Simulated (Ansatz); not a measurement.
Set up this calculation in Ansatz 0.2.0, as the native input.

```yaml
Task: relaxation of cell and atoms
Functional: PBE
Dispersion: D4
Potentials_or_basis: Ansatz PAW
Cutoff: "420 eV (not typed: the program's choice for these potentials)"
k_mesh: 8 × 8 × 4
Occupations: fermi-dirac, width 0.05 eV
Spin: no spin polarisation
```

The system is PPt.

```
CELL_PARAMETERS angstrom
3.74303 0.00000 0.00000
-1.87151 3.24156 0.00000
0.00000 0.00000 6.35374
ATOMIC_POSITIONS crystal
Pt 0.33333 0.66667 0.37190
Pt 0.66667 0.33333 0.87190
P 0.33333 0.66667 0.00310
P 0.66667 0.33333 0.50310
```

The cell comes from a database or a generator and needn't be the stable form of this composition.

The input as run:

input.yaml

```yaml
crystal:
  lattice:
    - [3.7430278549, 0.0, 0.0]
    - [-1.8715139275, 3.2415572094, 0.0]
    - [0.0, 0.0, 6.353743]
  atoms:
    - { symbol: Pt, position: [0.3333333333, 0.6666666667, 0.371899] }
    - { symbol: Pt, position: [0.6666666667, 0.3333333333, 0.871899] }
    - { symbol: P, position: [0.3333333333, 0.6666666667, 0.003103] }
    - { symbol: P, position: [0.6666666667, 0.3333333333, 0.503103] }
hamiltonian:
  xc: pbe
  pseudopotentials: { kind: paw }
  dispersion: d4
kpoints:
  mp_grid: { grid: [8, 8, 4] }
scf:
  occupations: { method: fermi_dirac, width: 0.05 }
output:
  forces: true
  stress: true
  eigenvalues: true
  write_density: true
  write_potential: true
  elf: true
  volumetric_format: npy
relax:
  f_tol: 0.01
  max_steps: 40
  cell: { stress_tol: 0.05 }
```

Potentials or basis: Ansatz PAW.

Command:

```console
$ ansatz run input.yaml --threads 2 --pin off --max-ram 5632MiB --backend cpu --events-out ev --progress --plain --runs-dir out
```

Results of the run:

| Quantity | Value |
| --- | --- |
| Relaxed volume | 18.55 Å³/atom |
| Relaxed cell | a = 3.617 Å, b = 3.617 Å, c = 6.550 Å, α = 90.00°, β = 90.00°, γ = 120.00° |
| Space group after relaxing (to 0.05 Å) | P6_3mc (No. 186) |
| Energy gained by relaxing | 14.6 meV/atom |
| Ionic steps | 6 |
| Pressure after relaxing | 0.0 GPa |
| Band gap on the k mesh | none (metal or under the smearing width) |

Caveat: the plane-wave basis is chosen anew once the cell has moved, so the energies of steps on either side of that aren't comparable; pairwise dispersion overbinds metals, which lowers pressure and volume.

Wall time 21 s on 2 threads of Arm Neoverse V2, on a shared host, peak memory 0.36 GiB.
